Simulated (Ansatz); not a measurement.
# H9NSSi2: the cost of one run

Program: Ansatz 0.2.0. Level of theory: UKS PBE/STO-3G. These are calculated values, not measurements.

## Step 1: Starting point

Bond lengths: Si1–S2 2.523 Å, Si1–H3 1.462 Å, Si1–H4 1.482 Å, Si1–N5 1.715 Å, Si1–Si7 2.603 Å, S2–H8 1.325 Å, N5–H9 1.006 Å, N5–H10 1.007 Å, Si7–H11 1.465 Å, Si7–H12 1.477 Å, Si7–H13 1.471 Å. Angles (14 of 20 angles, heavy atoms first): S2–Si1–N5 109.9°, S2–Si1–Si7 89.5°, N5–Si1–Si7 83.7°, Si1–S2–H8 92.6°, S2–Si1–H3 102.3°, S2–Si1–H4 91.2°, H3–Si1–N5 143.4°, H3–Si1–Si7 79.5°, H4–Si1–N5 95.2°, H4–Si1–Si7 178.9°, Si1–N5–H9 125.0°, Si1–N5–H10 120.2°, Si1–Si7–H11 123.3°, Si1–Si7–H12 84.9°.

Coordinates:

```xyz
13

Si   -0.9080   -0.0641    0.6326
S     0.9160    0.2519    2.3469
H    -1.1932   -1.4942    0.7423
H    -1.9186    0.5023    1.5570
N    -0.9278    1.2643   -0.4517
H     1.2112   -0.3191    0.6669
Si    0.8517   -1.0260   -1.0274
H     1.1744    1.4834    1.9320
H    -0.4380    1.2997   -1.3296
H    -1.6594    1.9540   -0.3940
H     1.4494   -2.3560   -0.8847
H    -0.3075   -1.2651   -1.9105
H     1.7497   -0.2310   -1.8796
```

## Step 2: Run 1

150 steps of 0.5 fs at constant energy, with velocities drawn for 300 K.

input.yaml reads:

```yaml
crystal:
  periodic: [false, false, false]
  atoms:
    - { symbol: Si, position_ang: [-0.908, -0.0641, 0.6326] }
    - { symbol: S, position_ang: [0.916, 0.2519, 2.3469] }
    - { symbol: H, position_ang: [-1.1932, -1.4942, 0.7423] }
    - { symbol: H, position_ang: [-1.9186, 0.5023, 1.557] }
    - { symbol: "N", position_ang: [-0.9278, 1.2643, -0.4517] }
    - { symbol: H, position_ang: [1.2112, -0.3191, 0.6669] }
    - { symbol: Si, position_ang: [0.8517, -1.026, -1.0274] }
    - { symbol: H, position_ang: [1.1744, 1.4834, 1.932] }
    - { symbol: H, position_ang: [-0.438, 1.2997, -1.3296] }
    - { symbol: H, position_ang: [-1.6594, 1.954, -0.394] }
    - { symbol: H, position_ang: [1.4494, -2.356, -0.8847] }
    - { symbol: H, position_ang: [-0.3075, -1.2651, -1.9105] }
    - { symbol: H, position_ang: [1.7497, -0.231, -1.8796] }
magnetization:
  spin_polarized: true
basis:
  gaussian: { orbitals: STO-3G }
hamiltonian:
  xc: pbe
md:
  timestep: 0.5
  n_steps: 150
  ensemble: nve
  temperature: 300.0
  initial_velocities: maxwell_boltzmann
  seed: 426097
```

Run with:

```console
> ansatz run input.yaml --threads 1 --pin off --max-ram 2048MiB --backend cpu --events-out ev --progress --plain --runs-dir out
```

**Question.** How long does this run take on 1 thread of AMD EPYC (Zen 3), shared host, and how much memory does it need?

About 20 min, with a peak of 0.12 GiB.
